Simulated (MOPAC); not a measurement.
# Si2H4Cl2 (SMILES [SiH3][SiH](Cl)Cl) at 5 levels

We compute a comparison of 5 runs (AM1, MNDO, PM3, PM6, PM7) of Si2H4Cl2. 

The results are computed with MOPAC 23.2.5.

8 further runs of the same task are left out: 8 set aside as unsound or not needed.

### 1 The structure to begin with

The species is Si2H4Cl2 (8 atoms), meant as a singlet with charge 0. SMILES: `[SiH3][SiH](Cl)Cl`. The shape is that of a GFN2-xTB optimisation.

Bond lengths: Si1–Si2 2.320 Å, Si2–Cl3 2.032 Å, Si2–Cl4 2.032 Å, Si1–H5 1.465 Å, Si1–H6 1.464 Å, Si1–H7 1.464 Å, Si2–H8 1.462 Å. Some angles: Si1–Si2–Cl3 111.2°, Si1–Si2–Cl4 111.2°, Cl3–Si2–Cl4 106.9°, Si1–Si2–H8 117.1°, Cl3–Si2–H8 104.9°, Cl4–Si2–H8 104.9°, Si2–Si1–H5 113.0°, Si2–Si1–H6 110.3°, Si2–Si1–H7 110.3°, H5–Si1–H6 107.6°.

### 2 Energy and gradient at AM1 (run 1)

calc.mop

```
AM1 DISP GRADIENTS BONDS 1SCF AUX(PRECISION=6) THREADS=1
gradient of Cl2H4Si2

Si -0.352820 1 1.177130 1 -0.058300 1
Si 0.182270 1 -1.078190 1 0.037020 1
Cl 1.089340 1 -1.543800 1 1.794370 1
Cl 1.471250 1 -1.590070 1 -1.447660 1
H 0.820860 1 2.048370 1 0.043340 1
H -1.263590 1 1.530740 1 1.032310 1
H -1.025480 1 1.485770 1 -1.321790 1
H -0.921830 1 -2.029950 1 -0.079290 1
```

Started as:

```sh
mopac calc.mop
```

calc.out:

```text
MOPAC v23.2.5
AM1 CALCULATION RESULTS
[...]
           Empirical Formula: H4 Si2 Cl2  =     8 atoms
      MOLECULAR POINT GROUP   :   Cs
[...]
     SCF FIELD WAS ACHIEVED
[...]
                              SUM =        -65.47531 KCAL/MOL = FINAL HEAT OF FORMATION
          TOTAL ENERGY            =       -971.77748 EV
          ELECTRONIC ENERGY       =      -2251.28918 EV
          CORE-CORE REPULSION     =       1279.51170 EV
          COSMO AREA              =        148.96 SQUARE ANGSTROMS
          COSMO VOLUME            =        147.08 CUBIC ANGSTROMS
          GRADIENT NORM           =         45.99741          =       16.26254 PER ATOM
          IONIZATION POTENTIAL    =         10.734309 EV
          HOMO LUMO ENERGIES (EV) =        -10.734 -1.787
          NO. OF FILLED LEVELS    =         13
          MOLECULAR WEIGHT        =        131.1086         POINT GROUP:  Cs
[...]
                             CARTESIAN COORDINATES
   1   Si       -0.352820000     1.177130000    -0.058300000
   2   Si        0.182270000    -1.078190000     0.037020000
   3   Cl        1.089340000    -1.543800000     1.794370000
   4   Cl        1.471250000    -1.590070000    -1.447660000
   5    H        0.820860000     2.048370000     0.043340000
   6    H       -1.263590000     1.530740000     1.032310000
   7    H       -1.025480000     1.485770000    -1.321790000
   8    H       -0.921830000    -2.029950000    -0.079290000
           Empirical Formula: H4 Si2 Cl2  =     8 atoms
      MOLECULAR POINT GROUP   :   Cs
[...]
              NET ATOMIC CHARGES AND DIPOLE CONTRIBUTIONS
  ATOM NO.   TYPE          CHARGE      No. of ELECS.   s-Pop       p-Pop
    1         Si           0.237401        3.7626     0.91035     2.85224
    2         Si           0.717048        3.2830     0.87949     2.40346
    3         Cl          -0.266032        7.2660     1.97860     5.28743
    4         Cl          -0.266002        7.2660     1.97860     5.28740
    5          H          -0.085975        1.0860     1.08598
    6          H          -0.092882        1.0929     1.09288
    7          H          -0.093056        1.0931     1.09306
    8          H          -0.150502        1.1505     1.15050
 DIPOLE           X         Y         Z       TOTAL
 POINT-CHG.    -1.697     0.908    -0.213     1.936
 HYBRID         0.111     0.058     0.012     0.126
 SUM           -1.586     0.966    -0.201     1.868
[...]
 * JOB ENDED NORMALLY *
[...]
```

It took 0.02 s on 1 thread of Intel Xeon 6975P-C (Granite Rapids), shared host.

### 3 Energy and gradient at MNDO (run 2)

cl2h4si2.mop

```
MNDO 1SCF BONDS DISP GRADIENTS AUX(PRECISION=6) THREADS=1
Cl2H4Si2

Si -0.352820 1 1.177130 1 -0.058300 1
Si 0.182270 1 -1.078190 1 0.037020 1
Cl 1.089340 1 -1.543800 1 1.794370 1
Cl 1.471250 1 -1.590070 1 -1.447660 1
H 0.820860 1 2.048370 1 0.043340 1
H -1.263590 1 1.530740 1 1.032310 1
H -1.025480 1 1.485770 1 -1.321790 1
H -0.921830 1 -2.029950 1 -0.079290 1
```

Started as:

```sh
mopac cl2h4si2.mop
```

cl2h4si2.out:

```text
MOPAC v23.2.5
MNDO CALCULATION RESULTS
[...]
           Empirical Formula: H4 Si2 Cl2  =     8 atoms
      MOLECULAR POINT GROUP   :   Cs
[...]
     SCF FIELD WAS ACHIEVED
[...]
                              SUM =        -54.72090 KCAL/MOL = FINAL HEAT OF FORMATION
          TOTAL ENERGY            =       -942.86435 EV
          ELECTRONIC ENERGY       =      -2221.05740 EV
          CORE-CORE REPULSION     =       1278.19305 EV
          COSMO AREA              =        148.96 SQUARE ANGSTROMS
          COSMO VOLUME            =        147.08 CUBIC ANGSTROMS
          GRADIENT NORM           =        108.48454          =       38.35508 PER ATOM
          IONIZATION POTENTIAL    =         10.465729 EV
          HOMO LUMO ENERGIES (EV) =        -10.466 -0.922
          NO. OF FILLED LEVELS    =         13
          MOLECULAR WEIGHT        =        131.1086         POINT GROUP:  Cs
[...]
                             CARTESIAN COORDINATES
   1   Si       -0.352820000     1.177130000    -0.058300000
   2   Si        0.182270000    -1.078190000     0.037020000
   3   Cl        1.089340000    -1.543800000     1.794370000
   4   Cl        1.471250000    -1.590070000    -1.447660000
   5    H        0.820860000     2.048370000     0.043340000
   6    H       -1.263590000     1.530740000     1.032310000
   7    H       -1.025480000     1.485770000    -1.321790000
   8    H       -0.921830000    -2.029950000    -0.079290000
           Empirical Formula: H4 Si2 Cl2  =     8 atoms
      MOLECULAR POINT GROUP   :   Cs
[...]
              NET ATOMIC CHARGES AND DIPOLE CONTRIBUTIONS
  ATOM NO.   TYPE          CHARGE      No. of ELECS.   s-Pop       p-Pop
    1         Si           1.141036        2.8590     1.11699     1.74198
    2         Si           0.945571        3.0544     1.18395     1.87048
    3         Cl          -0.441568        7.4416     1.98429     5.45728
    4         Cl          -0.441540        7.4415     1.98428     5.45726
    5          H          -0.305350        1.3054     1.30535
    6          H          -0.316908        1.3169     1.31691
    7          H          -0.317281        1.3173     1.31728
    8          H          -0.263959        1.2640     1.26396
 DIPOLE           X         Y         Z       TOTAL
 POINT-CHG.    -3.085     3.176    -0.407     4.447
 HYBRID         0.302    -0.889     0.048     0.940
 SUM           -2.783     2.287    -0.359     3.620
[...]
 * JOB ENDED NORMALLY *
[...]
```

It took 0.02 s on 1 thread of Intel Xeon 6975P-C (Granite Rapids), shared host.

Runs 3 to 4 aren't shown in full; the table further down has their settings and results.

### 4 Energy and forces at PM7 (run 5)

job.mop

```
PM7 1SCF DISP GRADIENTS BONDS AUX(PRECISION=9) THREADS=1
Cl2H4Si2, PM7

Si -0.352820 1 1.177130 1 -0.058300 1
Si 0.182270 1 -1.078190 1 0.037020 1
Cl 1.089340 1 -1.543800 1 1.794370 1
Cl 1.471250 1 -1.590070 1 -1.447660 1
H 0.820860 1 2.048370 1 0.043340 1
H -1.263590 1 1.530740 1 1.032310 1
H -1.025480 1 1.485770 1 -1.321790 1
H -0.921830 1 -2.029950 1 -0.079290 1
```

Started as:

```sh
mopac job.mop
```

job.out:

```text
MOPAC v23.2.5
PM7 CALCULATION RESULTS
[...]
           Empirical Formula: H4 Si2 Cl2  =     8 atoms
      MOLECULAR POINT GROUP   :   Cs
[...]
     SCF FIELD WAS ACHIEVED
[...]
                              SUM =        -60.62552 KCAL/MOL = FINAL HEAT OF FORMATION
          TOTAL ENERGY            =       -792.30203 EV
          ELECTRONIC ENERGY       =      -2047.44315 EV
          CORE-CORE REPULSION     =       1255.14112 EV
          COSMO AREA              =        148.96 SQUARE ANGSTROMS
          COSMO VOLUME            =        147.08 CUBIC ANGSTROMS
          GRADIENT NORM           =         32.37618          =       11.44671 PER ATOM
          IONIZATION POTENTIAL    =         11.084745 EV
          HOMO LUMO ENERGIES (EV) =        -11.085 -1.141
          NO. OF FILLED LEVELS    =         13
          MOLECULAR WEIGHT        =        131.1086         POINT GROUP:  Cs
[...]
                             CARTESIAN COORDINATES
   1   Si       -0.352820000     1.177130000    -0.058300000
   2   Si        0.182270000    -1.078190000     0.037020000
   3   Cl        1.089340000    -1.543800000     1.794370000
   4   Cl        1.471250000    -1.590070000    -1.447660000
   5    H        0.820860000     2.048370000     0.043340000
   6    H       -1.263590000     1.530740000     1.032310000
   7    H       -1.025480000     1.485770000    -1.321790000
   8    H       -0.921830000    -2.029950000    -0.079290000
           Empirical Formula: H4 Si2 Cl2  =     8 atoms
      MOLECULAR POINT GROUP   :   Cs
[...]
              NET ATOMIC CHARGES AND DIPOLE CONTRIBUTIONS
  ATOM NO.   TYPE          CHARGE      No. of ELECS.   s-Pop       p-Pop       d-Pop
    1         Si           0.009494        3.9905     0.92109     2.97676     0.09266
    2         Si           0.183512        3.8165     0.91269     2.72934     0.17445
    3         Cl          -0.198866        7.1989     1.98157     5.21502     0.00228
    4         Cl          -0.198800        7.1988     1.98157     5.21495     0.00228
    5          H           0.043049        0.9570     0.95695
    6          H           0.038942        0.9611     0.96106
    7          H           0.038867        0.9611     0.96113
    8          H           0.083802        0.9162     0.91620
 DIPOLE           X         Y         Z       TOTAL
 POINT-CHG.    -2.930     2.266    -0.378     3.723
 HYBRID         0.869    -0.620     0.112     1.073
 SUM           -2.061     1.647    -0.267     2.652
[...]
 * JOB ENDED NORMALLY *
[...]
```

Run time: 0.04 s. Hardware: 1 thread of Intel Xeon 6975P-C (Granite Rapids), shared host.

### 5 The series

```
run  level  heat of formation (kcal/mol)  dipole moment (D)  HOMO energy (eV)  LUMO energy (eV)  wall time
  1    AM1                        -65.48               1.87            -10.73             -1.79     0.02 s
  2   MNDO                        -54.72               3.62            -10.47             -0.92     0.02 s
  3    PM3                        -61.91               2.65             -9.58             -2.00     0.02 s
  4    PM6                        -58.97               1.72             -9.23             -1.19     0.04 s
  5    PM7                        -60.63               2.65            -11.09             -1.14     0.04 s
```

### 6 What came out

| quantity | value |
| --- | --- |
| run 5: total energy | -29.11656 Eh |
| run 5: dipole moment | 2.65 D |
| run 5: HOMO energy | -11.09 eV |
| run 5: LUMO energy | -1.14 eV |
| run 5: HOMO–LUMO gap | 9.94 eV |
| run 5: dispersion energy | -1.74 kJ/mol |
| run 5: heat of formation at this unrelaxed shape | -60.6 kcal/mol |
| run 5: largest force on an atom | 1.110 eV/Å |

**Reading.** The dipole moment (its size) runs from 1.72 D (PM6) to 3.62 D (MNDO). The HOMO–LUMO gap runs from 7.58 eV (PM3) to 9.94 eV (PM7). Force-field and semi-empirical energies have zeros of their own, so their totals don't compare. All runs together took 0.14 s, the longest 0.04 s.
